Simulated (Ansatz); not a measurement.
Write a Python script for the Ansatz DFT code, driven from Python that makes the interaction energy of a dimer with the counterpoise correction of Br2Si, SMILES Br[Si]Br. Use (for the species named): PBE0, def2-SVP basis, multiplicity 1.

```xyz
3

Br    0.9688    1.4050    0.6742
Si   -0.7154    0.3440   -0.3513
Br   -0.2643   -1.8138   -0.3362
```

The script, `dimer_br2si.py`:
```python
"""Interaction energy of two Br2Si molecules, with the counterpoise correction."""

import ansatz as az
import numpy as np

FIRST = [
    ("Br", (0.9724, 1.4266, 0.6786)),
    ("Si", (-0.7118, 0.3656, -0.3469)),
    ("Br", (-0.2607, -1.7922, -0.3318)),
]
SECOND = [
    ("Br", (-3.5786, -1.4207, -1.465)),
    ("Si", (-4.5306, 0.431, -2.2889)),
    ("Br", (-6.6987, 0.0643, -2.4459)),
]

def energy(atoms, ghosts=()):
    molecule = az.Crystal.molecule()
    for symbol, xyz in atoms:
        molecule = molecule.atom(symbol, xyz)
    calc = (
        molecule.calculation()
        .basis(gaussian="def2-SVP")
        .functional("pbe0")
    )
    deck = calc.input()
    if ghosts:
        deck = deck.set(az.key.basis.gaussian.ghost_atoms, [{"symbol": s, "position_ang": list(xyz)} for s, xyz in ghosts])
    return az.Session.from_dict(deck).plan().execute().report["free_energy_ev"]

# monomers in their own basis and in the basis of the dimer
direction = np.array([-0.9209, -0.0575, -0.3856])
print("shift (A)   counterpoise-corrected interaction (eV)")
for shift in (-0.3, 0.0, 0.4, 1.0, 2.0):
    moved = [(s, tuple(np.round(np.array(xyz) + shift * direction, 4))) for s, xyz in SECOND]
    gain = energy(FIRST + moved) - energy(FIRST, moved) - energy(moved, FIRST)
    print(f"{shift:8.2f} {gain:14.3f}")
```

Running `python dimer_br2si.py` prints:
```text
shift (A)   counterpoise-corrected interaction (eV)
   -0.30          0.223
    0.00          0.060
    0.40         -0.000
    1.00         -0.008
    2.00         -0.002
```

What to keep in mind:
- The dimer is a generated trial pose of unrelaxed monomers, not a minimum, so the figure is no binding energy, and the basis set is small.
- This level lacks the dispersion part of the attraction (electrostatics and induction are there), which can decide the sign where the interaction is weak.
- Run time: 110 s on 1 thread of Arm Neoverse V2, on a shared host, peak memory 0.65 GiB.

(Lines on the test bed's own set-up are left out of the output.)
